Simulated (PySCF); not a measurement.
# C₄H₇GeNO: magnetic properties

Programs: PySCF 2.14.0, with routines of our own; each step states its level. All values are computed. Atoms count from 0.

### Step 1. The starting structure

14 atoms, charge 0, multiplicity 1; geometry from: GFN2-xTB.

### Step 2. Magnetic properties: GIAO KT3/pcSseg-1

The job: settings as JSON, then the geometry in Å.

```
{"job": {"kind": "mag", "xc": "KT3", "basis": "pcSseg-1", "isotopologues": 2}, "charge": 0, "multiplicity": 1}
N      2.693892    -0.618239     0.536504
Ge     1.689556     0.558627    -0.399362
C     -0.228064     0.266696    -0.192250
C     -1.349108     1.046243    -0.192431
C     -2.445556     0.178316     0.014635
C     -1.915565    -1.068962     0.128846
O     -0.582265    -1.027347     0.006139
H      2.578324    -0.602870     1.541006
H      2.629701    -1.580868     0.232883
H      2.046631     1.928048     0.088275
H      2.107629     0.391053    -1.828802
H     -1.379541     2.108994    -0.327272
H     -3.480460     0.447994     0.073629
H     -2.365852    -2.028156     0.296036
```

With the program's defaults for keys left out, this is: GIAO KT3/pcSseg-1 magnetisability, rotational g tensor and spin-rotation constants, non-relativistic, gas phase.

Launch:

```
$ OMP_NUM_THREADS=1 python excited_run.py task.json out
```

This one command runs all jobs of the session in turn.

**Question.** How long does this first job take on 1 thread of Arm Neoverse V1, shared host, and how much memory does it need?

About 37 s, with a peak of 0.74 GiB.
